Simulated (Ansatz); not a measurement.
# Si2Ge2H10: one species, many methods

The task here is to estimate one member of a computed series from the others.

Method: functionals in def2-TZVPP, the program's frozen cores in correlated methods; program: Ansatz 0.2.0, Gaussian basis.

Plan: LDA (SPW92), PBE-D4, revPBE-D4, BLYP-D4, r2SCAN-D4, B97M-V, PBE0-D4, B3LYP-D4, r2SCANh-D4, r2SCAN0-D4, HSE06-D4, BHLYP-D4, CAM-B3LYP-D4, LC-ωPBE, ωB97X-V, ωB97M-V, B2PLYP, PBE-QIDH; CCSD(T)/def2-SVP; MP2/def2-TZVPP; MP2/def2-QZVPP; RPA on PBE.

### Structure used throughout

An earlier PBE0-D4 in a triple-zeta def2 set relaxation fixed the geometry.

SMILES `[SiH3][GeH2][GeH2][SiH3]`, 14 atoms, charge 0, spin multiplicity 1.

Atoms are counted from 1 here; the program's logs count them from 0.

Bond lengths: Si1–Ge2 2.378 Å, Si1–H5 1.487 Å, Si1–H6 1.487 Å, Si1–H7 1.487 Å, Ge2–Ge3 2.427 Å, Ge2–H8 1.541 Å, Ge2–H9 1.540 Å, Ge3–Si4 2.378 Å, Ge3–H10 1.541 Å, Ge3–H11 1.540 Å, Si4–H12 1.487 Å, Si4–H13 1.487 Å, Si4–H14 1.487 Å. Angles: Ge2–Si1–H5 109.4°, Ge2–Si1–H6 111.4°, Ge2–Si1–H7 109.6°, H5–Si1–H6 108.9°, H5–Si1–H7 108.6°, H6–Si1–H7 108.9°, Si1–Ge2–Ge3 110.0°, Si1–Ge2–H8 109.8°, Si1–Ge2–H9 110.4°, Ge3–Ge2–H8 108.8°, Ge3–Ge2–H9 110.0°, H8–Ge2–H9 107.8°, Ge2–Ge3–Si4 110.0°, Ge2–Ge3–H10 108.8°, Ge2–Ge3–H11 110.0°, Si4–Ge3–H10 109.8°, Si4–Ge3–H11 110.4°, H10–Ge3–H11 107.8° and more.

The first run:

Contents of in.yaml:

```yaml
crystal:
  periodic: [false, false, false]
  atoms:
    - {symbol: Si, position_ang: [-1.773019, 1.604297, -0.497069]}
    - {symbol: Ge, position_ang: [-0.379040, 0.931483, 1.308165]}
    - {symbol: Ge, position_ang: [1.564442, -0.249577, 0.460527]}
    - {symbol: Si, position_ang: [0.877749, -2.119271, -0.838501]}
    - {symbol: H, position_ang: [-2.222309, 0.402318, -1.248972]}
    - {symbol: H, position_ang: [-2.968546, 2.343478, -0.011844]}
    - {symbol: H, position_ang: [-1.005093, 2.482468, -1.419277]}
    - {symbol: H, position_ang: [-1.159719, -0.007205, 2.248024]}
    - {symbol: H, position_ang: [0.064592, 2.156452, 2.129819]}
    - {symbol: H, position_ang: [2.391219, 0.715570, -0.410619]}
    - {symbol: H, position_ang: [2.455712, -0.707167, 1.630466]}
    - {symbol: H, position_ang: [0.047928, -3.028773, -0.004457]}
    - {symbol: H, position_ang: [2.047164, -2.876004, -1.359083]}
    - {symbol: H, position_ang: [0.058910, -1.648068, -1.987171]}
basis:
  gaussian: {orbitals: def2-TZVPP}
hamiltonian: {xc: lda}
output: {orbitals: {seedname: orbitals}}
```

Started as:

```bash
> ansatz run in.yaml --threads 4 --pin off --events-out ev --progress --plain --max-ram 11315MiB
```

Among the steps run: LDA; PBE-D4 (GGA); revPBE-D4 (GGA); BLYP-D4 (GGA); r2SCAN-D4 (meta-GGA); B97M-V (meta-GGA); B3LYP-D4 (hybrid); r2SCANh-D4 (hybrid); r2SCAN0-D4 (hybrid); HSE06-D4 (hybrid); BHLYP-D4 (hybrid); CAM-B3LYP-D4 (range-separated); LC-ωPBE (range-separated); ωB97X-V (range-separated); ωB97M-V (range-separated); B2PLYP (double hybrid); PBE-QIDH (double hybrid).

One of the session's tables, all rows but one given; the rest of the session is left out.

It belongs to the step «Frontier levels by functional». 

```
  functional  HOMO (eV)  gap (eV)
 LDA (SPW92)      -6.84      5.54
      PBE-D4      -6.73      5.64
   revPBE-D4          ?         ?
     BLYP-D4      -6.55      5.57
   r2SCAN-D4      -6.97      6.16
      B97M-V      -7.10      6.14
     PBE0-D4      -7.72      7.45
    B3LYP-D4      -7.51      7.02
  r2SCANh-D4      -7.34      6.80
  r2SCAN0-D4      -7.88      7.75
    HSE06-D4      -7.34      6.71
    BHLYP-D4      -8.58      9.18
CAM-B3LYP-D4      -8.88      9.58
     LC-ωPBE     -10.15     11.94
     ωB97X-V      -9.84     11.52
     ωB97M-V      -9.65     11.04
```

Q: Estimate the row for revPBE-D4 from the others.

**Answer.** HOMO (eV): -6.68; gap (eV): 5.69. In the column «HOMO (eV)» it lies between PBE-D4 (-6.73) and BLYP-D4 (-6.55).
